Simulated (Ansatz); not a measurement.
**Mg3Te in Ansatz: the effect of functional**

Mg3Te:

```xyz
4
Lattice="-2.1104 2.1104 5.2111 2.1104 -2.1104 5.2111 2.1104 2.1104 -5.2111" Properties=species:S:1:pos:R:3 pbc="T T T"
Te    0.0000    0.0000    0.0000
Mg    2.1104    0.0000    2.6055
Mg    0.0000    2.1104    2.6055
Mg    0.0000    0.0000    5.2111
```

The cell comes from a database or a generator and needn't be the stable form of this composition.

The cell isn't the ideal one: volume scaled by 0.96.

Alike in all runs:

- Program: Ansatz 0.2.0
- Task: single point
- Potentials or basis: Ansatz PAW
- k mesh: 9 × 9 × 9
- Occupations: fermi-dirac, width 0.05 eV
- Spin: no spin polarisation

**Question.** One run gave: pressure -0.8 GPa. Which functional did it use?
A. PBE
B. LDA
C. r2SCAN

**Answer.** B.

| functional | cutoff | pressure (GPa) |
| --- | --- | --- |
| LDA | 420 eV (not typed: the program's choice for these potentials) | -0.8 |
| r2SCAN | 500 eV (not typed: the program's choice for these potentials) | 0.9 |
| PBE | 420 eV (not typed: the program's choice for these potentials) | 1.8 |

Caveats: the PAW data sets come from PBE, with cores solved anew for the run's functional, which leaves a small shift of forces and pressure (some runs).
